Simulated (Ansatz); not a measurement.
I need a rigid scan of one bond angle of C₂H₄SSi, SMILES S[SiH]1C=C1. Use Ansatz's Python interface. Use (for the species named): r2SCAN, 6-31G* basis, multiplicity 1.

| atom | x (Å) | y (Å) | z (Å) |
| --- | --- | --- | --- |
| S | -1.2269 | 0.7449 | -1.5077 |
| Si | 0.0296 | 0.5932 | 0.1276 |
| C | 1.1435 | -0.7259 | 0.0380 |
| C | 0.1263 | -1.1047 | 0.5913 |
| H | -1.4855 | 2.0996 | -1.4204 |
| H | -0.2594 | 1.4131 | 1.3379 |
| H | 2.1557 | -1.1201 | -0.2200 |
| H | -0.3912 | -1.9573 | 0.9975 |

The script, `c2h4ssi.py`:
```python
"""Bending curve of C2H4SSi."""

import ansatz
from ase import Atoms

atoms = Atoms(["S", "Si", "C", "C", "H", "H", "H", "H"], positions=[
    [-1.2269, 0.7449, -1.5077],
    [0.0296, 0.5932, 0.1276],
    [1.1435, -0.7259, 0.038],
    [0.1263, -1.1047, 0.5913],
    [-1.4855, 2.0996, -1.4204],
    [-0.2594, 1.4131, 1.3379],
    [2.1557, -1.1201, -0.22],
    [-0.3912, -1.9573, 0.9975],
])

# relax first, so that the scan starts from a minimum
first = (
    ansatz.Crystal.molecule_from_ase(atoms).calculation()
    .basis(gaussian="6-31G*")  # the orbital basis, by name
    .functional("r2scan")
    .relax(force_tolerance=0.02, max_steps=80)  # relax until the tolerances are met
)
atoms.positions = first.run().report["positions_ang"]

rows = []
for angle in [85, 95, 105, 115, 125, 140, 160]:
    bent = atoms.copy()
    bent.set_angle(1, 0, 4, angle, indices=[4])
    calculation = ansatz.Crystal.molecule_from_ase(bent).calculation().basis(gaussian="6-31G*").functional("r2scan")
    rows.append((angle, calculation.run().report["free_energy_ev"]))
floor = min(e for _, e in rows)
for angle, e in rows:
    print(f"angle Si1-S0-H4 = {angle:3d} deg   {1000 * (e - floor):9.1f} meV")
```

```console
$ python c2h4ssi.py
angle Si1-S0-H4 =  85 deg        58.7 meV
angle Si1-S0-H4 =  95 deg         0.0 meV
angle Si1-S0-H4 = 105 deg        54.0 meV
angle Si1-S0-H4 = 115 deg       207.5 meV
angle Si1-S0-H4 = 125 deg       442.6 meV
angle Si1-S0-H4 = 140 deg       894.5 meV
angle Si1-S0-H4 = 160 deg      1491.7 meV
```

The scan is rigid, and the energies are electronic, in a modest basis. The zero is the lowest point of the grid, which needn't be the minimum. Finished in 100 s on 1 thread of Arm Neoverse V1 (shared host), peak memory 0.21 GiB.

(A comment or docstring line of the script was reworded after the run, the code is as it ran.)
